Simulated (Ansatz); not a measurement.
# Ru: a line through a two-coordinate scan

How does the energy of Ru (P6_3/mmc, No. 194; 2 atoms in the cell) vary with amplitude of mode 5 (202 cm⁻¹), at equal normal strain along x and y = 2.67 %?

Method: DFT PBEsol, scalar-relativistic, plane waves, PAW, in Ansatz 0.2.0.

18 further runs of the same task are left out: 18 set aside as unsound or not needed.

## (1) The starting structure

Symmetry: P6_3/mmc, No. 194, hexagonal system. Conventional cell: a = 2.690 Å, b = 2.690 Å, c = 4.252 Å, α = 90.00°, β = 90.00°, γ = 120.00°. Ru (site symmetry -6m2) is surrounded by 12 Ru at 2.63 to 2.69 Å.

Structure file:

```xyz
2
Lattice="2.6897 0.0000 0.0000 -1.3448 2.3293 0.0000 0.0000 0.0000 4.2524" Properties=species:S:1:pos:R:3 pbc="T T T"
Ru    0.0000    1.5529    1.0631
Ru    1.3448    0.7764    3.1893
```

It is the result of an earlier relaxation at this level (volume 13.32 Å³/atom; gap on the mesh: none (metal)).

## (2) The scan

The energy is mapped over a normal mode and a strain (zone-centre modes of the cell shown) (x along [1 0 0], y along [1 2 0], z along [0 0 1] of the conventional cell).

- amplitude of mode 5 (202 cm⁻¹), largest displacement in the unstrained cell: 7 values from −0.140 to 0.140 Å
- equal normal strain along x and y: 7 values from −4.00 to 4.00 %

Nothing else is relaxed (the pattern is fixed in fractional coordinates). Energies count from the relaxed high-symmetry cell. Points are written as (first, second).

The modes come from a phonon run on the reference cell, made beforehand.

The patterns, per unit of each coordinate (Å):

```csv
atom,x1,y1,z1
Ru1,0.000,1.000,0.000
Ru2,0.000,-1.000,0.000
```

## (3) The run at (−0.140 Å, 2.67 %)

Contents of input.yaml:

```yaml
crystal:
  lattice:
    - [2.7614993361, 0.0, 0.0]
    - [-1.3807496681, 2.3915285776, 0.0]
    - [0.0, 0.0, 4.2523798378]
  atoms:
    - { symbol: Ru, position: [0.3032818421, 0.6065636843, 0.25] }
    - { symbol: Ru, position: [0.6967181579, 0.3934363157, 0.75] }
basis:
  ecutwfc: 420
kpoints:
  mp_grid: { grid: [18, 18, 10] }
hamiltonian:
  xc: pbesol
  pseudopotentials: { kind: paw, azcp: { folder: soft_1 } }
scf:
  occupations: { method: gaussian, width: 0.15 }
output:
  forces: true
  stress: true
  eigenvalues: true
```

Launch:

```
$ ansatz run input.yaml --threads 1 --pin off --max-ram 2048MiB --backend cpu --events-out ev --progress --plain --runs-dir out
```

Further runs follow: the other points of the line.

Q: Predict the outcome of this session. Wanted: for each run, amplitude of mode 5; energy; slope; pressure; largest force on an atom.

As calculated:

| amplitude of mode 5 (202 cm⁻¹), largest displacement in the unstrained cell (Å) | step | energy (eV) | slope (eV per Å) | pressure (GPa) | largest force on an atom (eV/Å) |
| --- | --- | --- | --- | --- | --- |
| −0.140 | 3 | 0.382 | −4.2 | −12.01 | 2.04 |
| −0.093 | 4 | 0.218 | −2.8 | −13.91 | 1.36 |
| −0.047 | 5 | 0.121 | −1.4 | −15.13 | 0.67 |
| 0.000 | – | 0.089 | 0.0 | −15.56 | 0.00 |
| 0.047 | 6 | 0.119 | 1.3 | −15.11 | 0.62 |
| 0.093 | 7 | 0.206 | 2.4 | −13.74 | 1.18 |
| 0.140 | 8 | 0.342 | 3.4 | −11.47 | 1.65 |

Energies count from the relaxed high-symmetry cell. Rows without a step come from runs not printed here or follow by symmetry. Slopes come from the forces (and the stress, where the cell changes), not from differences of energies.

In words: The lowest point of the line is at 0.000 Å, 0.089 eV from the zero. A fit to energies and slopes at the lowest point and its two neighbours puts the minimum at 0.0000 Å, with a curvature of about 29 eV per Å². The highest point computed, at −0.140 Å, lies 0.293 eV above the lowest. This is one cut through a surface in two coordinates; the map's lowest point lies off it.
